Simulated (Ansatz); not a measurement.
# BeMgH₂ (triplet): from Hartree-Fock to the top rungs at scale of all distances = 1.763, 6-31G

How much of the correlation energy of BeMgH₂ (triplet) does each wave-function method recover here?

Computed with Ansatz 0.2.0, Gaussian basis. Level: 6-31G, core rule «outside noble gas», up to 6 orbitals frozen.

Plan: UHF; CCSD(T) on ROHF; CCSD(T) on UHF; BCCD(T) on ROHF; CISD; CCSDT(Q) on ROHF; CCSDT(Q) on UHF; CISDTQ; CCSDTQ on ROHF; CCSDTQ on UHF; CASSCF and MRCISD+Q, 4 electrons in 4 orbitals; CASSCF and NEVPT2, 4 electrons in 4 orbitals; CASSCF and MRCISD+Q, 6 electrons in 10 orbitals; CASSCF and NEVPT2, 6 electrons in 10 orbitals; Full CI.

12 further runs of the same task are left out: 10 that didn't finish, 2 set aside as unsound or not needed.

**1. What is computed**

The geometry derives from a PBE0/def2-TZVP stationary point (not a proven minimum). All distances are scaled together.

4 atoms, charge 0, spin multiplicity 3.

Atoms are counted from 1 here; the program's logs count them from 0.

No contacts short enough for the rule that draws bonds.

**2. UHF**

Contents of in.yaml:

```yaml
crystal:
  periodic: [false, false, false]
  atoms:
    - {symbol: Be, position_ang: [0.000000, -0.112856, 3.374719]}
    - {symbol: Mg, position_ang: [0.000000, -0.064820, -1.158090]}
    - {symbol: H, position_ang: [0.000000, 1.849514, 1.818977]}
    - {symbol: H, position_ang: [0.000000, 0.722592, -4.067324]}
basis:
  gaussian: {orbitals: 6-31G}
magnetization: {spin_polarized: true, initial_magnetization: 2}
hamiltonian: {xc: hf}
output: {orbitals: {seedname: orbitals}}
```

Launch:

```
ansatz run in.yaml --threads 1 --pin off --events-out ev --progress --plain --max-ram 2393MiB
```

Further steps of the session: CCSD(T) on ROHF; CCSD(T) on UHF; BCCD(T) on ROHF; CISD; CCSDT(Q) on ROHF; CCSDT(Q) on UHF; CISDTQ; CCSDTQ on ROHF; CCSDTQ on UHF; CASSCF and MRCISD+Q, 4 electrons in 4 orbitals; CASSCF and NEVPT2, 4 electrons in 4 orbitals; CASSCF and MRCISD+Q, 6 electrons in 10 orbitals; CASSCF and NEVPT2, 6 electrons in 10 orbitals; Full CI.

**Question.** What will the summary of the whole plan be? Wanted: FCI below the RHF energy; RMP2 from FCI; UMP2 from FCI; RCCSD from FCI; RCCSD(T) from FCI; UCCSD(T) from FCI; RCCSDT(Q) from FCI; UCCSDT(Q) from FCI; NEVPT2 pair from FCI.

**Answer**, as computed:

| quantity | value |
| --- | --- |
| FCI below the RHF energy | -2.3345 eV |
| RMP2 from FCI | +107.5 kJ/mol |
| UMP2 from FCI | +108.2 kJ/mol |
| RCCSD from FCI | +1.3 kJ/mol |
| RCCSD(T) from FCI | +0.5 kJ/mol |
| UCCSD(T) from FCI | +0.5 kJ/mol |
| RCCSDT(Q) from FCI | 0.0 kJ/mol |
| UCCSDT(Q) from FCI | +0.1 kJ/mol |
| NEVPT2 pair from FCI | +85.7 kJ/mol |
| NEVPT2 valence from FCI | +4.3 kJ/mol |
| MRCISD+Q valence from FCI | +0.5 kJ/mol |
| levels within 1 kcal/mol (43 meV) | RCCSD, UCCSD, RCCSD(T), UCCSD(T), BCCD(T), RCCSDT, UCCSDT, CISDTQ, RCCSDT(Q), UCCSDT(Q), RCCSDTQ, UCCSDTQ, MRCISD valence, MRCISD+Q valence |
| T1 diagnostic | 0.061 |
| effectively unpaired electrons | 2.28 |

In words: RCCSD(T) misses by +0.5 kJ/mol, 0.2 % of the correlation energy. The occupations show some static correlation. Of the multireference levels listed MRCISD+Q valence comes nearest in total energy (+0.5 kJ/mol), which doesn't show that its space is the better one. These misses are within one basis, not against nature; the frozen cores of restricted and unrestricted runs differ, which can shift their rows.
